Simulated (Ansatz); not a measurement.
# CH₈AlBNP: basis-set convergence

An exercise on one series of results from a longer session: the logs are not shown, and one member is left open.

Computed with Ansatz 0.2.0, Gaussian basis. Level: one geometry, several basis sets.

The runs, in order: PBE0-D4/def2-SVP; ωB97M-V/def2-SVP; PBE0-D4/def2-QZVPP; ωB97M-V/def2-QZVPP; the functionals' def2-TZVPP values are taken from earlier runs.

## Structure used throughout

An earlier PBE0-D4 in a triple-zeta def2 set relaxation fixed the geometry.

SMILES `C[B]([AlH2])NP`, 13 atoms, charge 0, spin multiplicity 1.

Atoms are counted from 1 here; the program's logs count them from 0.

Bond lengths: C1–B2 1.569 Å, C1–H6 1.093 Å, C1–H7 1.098 Å, C1–H8 1.095 Å, B2–Al3 2.156 Å, B2–N4 1.413 Å, Al3–H9 1.596 Å, Al3–H10 1.603 Å, N4–P5 1.737 Å, N4–H11 1.009 Å, P5–H12 1.421 Å, P5–H13 1.421 Å. Angles: B2–C1–H6 115.5°, B2–C1–H7 109.0°, B2–C1–H8 111.0°, H6–C1–H7 107.6°, H6–C1–H8 108.4°, H7–C1–H8 104.8°, C1–B2–Al3 123.8°, C1–B2–N4 121.5°, Al3–B2–N4 114.7°, B2–Al3–H9 125.1°, B2–Al3–H10 118.5°, H9–Al3–H10 116.5°, B2–N4–P5 131.7°, B2–N4–H11 117.8°, P5–N4–H11 110.6°, N4–P5–H12 99.6°, N4–P5–H13 99.7°, H12–P5–H13 92.7°.

Coordinates:

```mol
CH8AlBNP
  3D, bonds by distance, orders not assigned

 13 12  0  0  0  0  0  0  0  0999 V2000
   -1.2067    0.4428   -0.7174 C   0  0
    0.0147   -0.3223   -0.0973 B   0  0
    0.5003   -2.3732   -0.5511 Al  0  0
    0.9012    0.3096    0.8033 N   0  0
    0.9406    1.9238    1.4429 P   0  0
   -1.4042    1.4328   -0.2973 H   0  0
   -1.0411    0.5667   -1.7955 H   0  0
   -2.1222   -0.1531   -0.6416 H   0  0
   -0.3345   -3.3178   -1.5303 H   0  0
    1.7947   -3.0218    0.1366 H   0  0
    1.6759   -0.2318    1.1581 H   0  0
    0.7146    2.6579    0.2479 H   0  0
   -0.4129    2.0516    1.8563 H   0  0
  1  2  8  0
  2  3  8  0
  2  4  8  0
  4  5  8  0
  1  6  8  0
  1  7  8  0
  1  8  8  0
  3  9  8  0
  3 10  8  0
  4 11  8  0
  5 12  8  0
  5 13  8  0
M  END
```

The first run:

File in.yaml:

```yaml
crystal:
  periodic: [false, false, false]
  atoms:
    - {symbol: C, position_ang: [-1.206742, 0.442814, -0.717406]}
    - {symbol: B, position_ang: [0.014673, -0.322283, -0.097294]}
    - {symbol: Al, position_ang: [0.500274, -2.373191, -0.551117]}
    - {symbol: N, position_ang: [0.901246, 0.309576, 0.803323]}
    - {symbol: P, position_ang: [0.940564, 1.923822, 1.442942]}
    - {symbol: H, position_ang: [-1.404170, 1.432808, -0.297288]}
    - {symbol: H, position_ang: [-1.041053, 0.566742, -1.795539]}
    - {symbol: H, position_ang: [-2.122160, -0.153093, -0.641640]}
    - {symbol: H, position_ang: [-0.334469, -3.317829, -1.530258]}
    - {symbol: H, position_ang: [1.794662, -3.021810, 0.136645]}
    - {symbol: H, position_ang: [1.675908, -0.231797, 1.158101]}
    - {symbol: H, position_ang: [0.714569, 2.657862, 0.247918]}
    - {symbol: H, position_ang: [-0.412903, 2.051579, 1.856313]}
basis:
  gaussian: {orbitals: def2-SVP}
hamiltonian: {xc: pbe0, dispersion: d4}
output: {orbitals: {seedname: orbitals}}
```

Command:

```sh
ansatz run in.yaml --threads 4 --pin off --events-out ev --progress --plain --max-ram 10444MiB
```

Steps of the session up to this table: PBE0-D4 in def2-SVP; ωB97M-V in def2-SVP; PBE0-D4 in def2-QZVPP; ωB97M-V in def2-QZVPP.

One table of the session follows, with a row left open; its other results are not shown here.

It belongs to the step «Density functionals: the series». 

| functional | basis | HOMO (eV) | LUMO (eV) |
| --- | --- | --- | --- |
| PBE0-D4 | def2-SVP | -6.72 | -1.90 |
| PBE0-D4 | def2-TZVPP | -6.78 | -1.99 |
| PBE0-D4 | def2-QZVPP | ? | ? |
| ωB97M-V | def2-SVP | -8.75 | -0.12 |
| ωB97M-V | def2-TZVPP | -8.85 | -0.27 |
| ωB97M-V | def2-QZVPP | -8.86 | -0.38 |

Q: Estimate the row for PBE0-D4, def2-QZVPP from the others.

**Answer.** HOMO (eV): -6.79; LUMO (eV): -2.00. In the column «HOMO (eV)» it lies between ωB97M-V, def2-SVP (-8.75) and PBE0-D4, def2-TZVPP (-6.78).
